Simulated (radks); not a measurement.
# Si⁺ in [Ne] 3s1 3p1 3d1: an all-electron calculation

An exercise on one series of results from a longer session: the logs are not shown, and one member is left open.

The numbers are computed with radks (a radial shooting solver on a logarithmic mesh, Libxc functionals) version 1 (non-relativistic Kohn-Sham, exchange-only LDA, spin-polarised, spherical densities, point nucleus; open shells are filled with parallel spins first), except any that are marked as measured or tabulated.

## The system

```
element       : silicon (Z = 14)
charge        : +1
electrons     : 13
configuration : [Ne] 3s1 3p1 3d1
```

Outer shells as boxes (Hund's rule):

Si⁺
```
[Ne] core
3s [↑ ]
3p [↑ ][  ][  ]
3d [↑ ][  ][  ][  ][  ]
```

Set-up of the first run:

The run's settings:

```text
Z 14
configuration [Ne] 3s1 3p1 3d1
relativity non-relativistic
functional lda,
spin polarised
nucleus point
```

One table of the session follows, with a row left open; its other results are not shown here.

It belongs to the step «Orbitals and density». Radial moments (bohr):

```
  level     <r>  outermost maximum (interpolated)  90 % within  nodes
  1s up  0.1120                            0.0732        0.200      0
1s down  0.1120                            0.0732        0.200      0
  2s up  0.5727                             0.457        0.904      1
2s down  0.5708                             0.457        0.899      1
  2p up  0.5393                             0.387        0.908      0
2p down       ?                                 ?            ?      ?
  3s up   1.999                              1.71         3.00      2
3s down   2.000                              1.66         3.05      2
  3p up   2.325                              1.95         3.56      1
3p down   2.487                              1.92         3.97      1
  3d up   3.542                              2.78         5.67      0
```

Q: Estimate the row for 2p down from the others.

**Answer.** <r>: 0.5361; outermost maximum (interpolated): 0.387; 90 % within: 0.900; nodes: 0. In the column «<r>» it lies between 1s down (0.1120) and 2p up (0.5393).
